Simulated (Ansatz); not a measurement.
# AlH2Cl3 (built from SMILES Cl.[Cl][AlH][Cl]): search for a transition state

Aim: find the saddle point of a four-centre ligand exchange that is to form Al1–Cl6, H2–H5 and break Al1–H2, H5–Cl6, prove it by its vibrations, and relax downhill on both sides to see what it joins.

Computed with Ansatz 0.2.0, Gaussian basis. Level: PBE0-D4, def2-SVP first, then def2-TZVP.

31 further runs of the same task are left out: 31 set aside as unsound or not needed.

## (1) Where the work starts

The guess: 6 atoms, charge 0, spin multiplicity 1.

Atoms are counted from 1 here; the program's logs count them from 0.

Bond lengths: Al1–Cl3 2.008 Å, Al1–Cl4 2.008 Å. Angles: Cl3–Al1–Cl4 138.3°.

As a file:

```
Al   -0.24630    0.63040   -0.25220
H     1.25840   -0.69000   -0.33360
Cl   -1.31730    0.32230   -1.92310
Cl    0.41440    2.18030    0.83970
H     0.64470   -1.08930    0.31790
Cl   -0.75390   -1.35370    1.35130
```

Distances that are to change: Al1–Cl6 2.60 Å, H2–H5 0.98 Å, Al1–H2 2.00 Å, H5–Cl6 1.76 Å.

## (2) Relaxing the guess with the reacting distances held

hold/in.yaml

```yaml
crystal:
  periodic: [false, false, false]
  atoms:
    - {symbol: Al, position_ang: [-0.246300, 0.630400, -0.252200]}
    - {symbol: H, position_ang: [1.258400, -0.690000, -0.333600]}
    - {symbol: Cl, position_ang: [-1.317300, 0.322300, -1.923100]}
    - {symbol: Cl, position_ang: [0.414400, 2.180300, 0.839700]}
    - {symbol: H, position_ang: [0.644700, -1.089300, 0.317900]}
    - {symbol: Cl, position_ang: [-0.753900, -1.353700, 1.351300]}
basis:
  gaussian: {orbitals: def2-SVP}
hamiltonian: {xc: pbe0, dispersion: d4}
relax: {f_tol: 0.08, max_steps: 120, escape_saddle: false, constraints: [{distance: [0, 5]}, {distance: [1, 4]}, {distance: [0, 1]}, {distance: [4, 5]}]}
```

No record of the launch command was kept for these runs.

After this run come: Force constants to start from; Saddle search in the small basis; Saddle search in triple zeta; Checking the order of the point; Relaxing after a step of 0.30 Å one way along the mode; Relaxing after a step of 0.30 Å the other way along the mode.

Before running it: what results should come out? Wanted: imaginary mode; barrier from the start side; barrier from the end side; energy of the step; pairs that change; zero-point energy at the saddle.

**Answer**, as computed:

| quantity | value |
| --- | --- |
| imaginary mode | 590i cm⁻¹ |
| barrier from the start side | 5.1 kcal/mol |
| barrier from the end side | 31.9 kcal/mol |
| energy of the step | -26.8 kcal/mol |
| pairs that change | Al1–Cl6 tightened, H2–H5 formed, Al1–H2 broken, H5–Cl6 broken |
| zero-point energy at the saddle | 0.482 eV |

**Reading.** The point has a single imaginary mode (590i cm⁻¹), as a transition state must. It joins the planned start and end. At PBE0-D4/def2-TZVP the electronic barrier is 5.1 kcal/mol, about 9 kT at 298 K, and the step runs 26.8 kcal/mol downhill. A step off the saddle overshot and began above it in energy, so the link to its end is likely but not proven.
